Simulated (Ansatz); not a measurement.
# ZrRe2: the cost of one run

Method: DFT PBEsol, scalar-relativistic, plane waves, PAW, in Ansatz 0.2.0.

3 further runs of the same task are left out: 3 set aside as unsound or not needed.

### Step 1. The starting structure

Symmetry: P6_3/mmc, No. 194, hexagonal system. The conventional cell has a = 5.249 Å, b = 5.249 Å, c = 8.594 Å, α = 90.00°, β = 90.00°, γ = 120.00°. Zr (site symmetry 3m) has 12 Re at 3.06 to 3.08 Å and 4 Zr at 3.21 to 3.24 Å as nearest neighbours. Re (site symmetry mm2) has 6 Re at 2.55 to 2.70 Å as nearest neighbours. Re (site symmetry -3m) has 6 Re at 2.65 Å as nearest neighbours.

As a file:

```xyz
12
Lattice="5.2487 0.0000 0.0000 -2.6244 4.5455 0.0000 0.0000 0.0000 8.5945" Properties=species:S:1:pos:R:3 pbc="T T T"
Zr    0.0000    3.0303    0.5309
Zr    2.6244    1.5152    4.8281
Zr    0.0000    3.0303    3.7664
Zr    2.6244    1.5152    8.0636
Re    2.6244    2.9893    2.1486
Re   -1.2766    3.7674    6.4458
Re    1.3478    0.7781    2.1486
Re    0.0000    1.5563    6.4458
Re    3.9010    0.7781    2.1486
Re    1.2766    3.7674    6.4458
Re    0.0000    0.0000    0.0000
Re    0.0000    0.0000    4.2972
```

This cell was relaxed beforehand with the same method: volume 17.09 Å³/atom, gap on the mesh none (metal).

### Step 2. Field gradients

Input file input.yaml:

```yaml
crystal:
  lattice:
    - [5.2487144554, 0.0, 0.0]
    - [-2.6243572277, 4.5455200555, 0.0]
    - [0.0, 0.0, 8.5944606716]
  atoms:
    - { symbol: Zr, position: [0.3333333333, 0.6666666667, 0.0617694717] }
    - { symbol: Zr, position: [0.6666666667, 0.3333333333, 0.5617694717] }
    - { symbol: Zr, position: [0.3333333333, 0.6666666667, 0.4382305283] }
    - { symbol: Zr, position: [0.6666666667, 0.3333333333, 0.9382305283] }
    - { symbol: Re, position: [0.8288135826, 0.6576271652, 0.25] }
    - { symbol: Re, position: [0.1711864174, 0.8288135826, 0.75] }
    - { symbol: Re, position: [0.3423728348, 0.1711864174, 0.25] }
    - { symbol: Re, position: [0.1711864174, 0.3423728348, 0.75] }
    - { symbol: Re, position: [0.8288135826, 0.1711864174, 0.25] }
    - { symbol: Re, position: [0.6576271652, 0.8288135826, 0.75] }
    - { symbol: Re, position: [0.0, 0.0, 0.0] }
    - { symbol: Re, position: [0.0, 0.0, 0.5] }
basis:
  ecutwfc: 420
kpoints:
  mp_grid: { grid: [9, 9, 4] }
hamiltonian:
  xc: pbesol
scf:
  occupations: { method: fermi_dirac, width: 0.15 }
output:
  forces: true
  stress: true
  eigenvalues: true
  efg: {}
checkpoint:
  read: start.run
  write: ck
  compress: false
  write_wavefunctions: false
  write_every: 100000
```

Started as:

```console
> ansatz run input.yaml --threads 4 --pin off --max-ram 12288MiB --backend cpu --events-out ev --progress --plain --runs-dir out
```

**Question.** How long does this run take on 4 threads of Arm Neoverse V2, shared host, and how much memory does it need?

About 8.8 s, with a peak of 1.1 GiB.
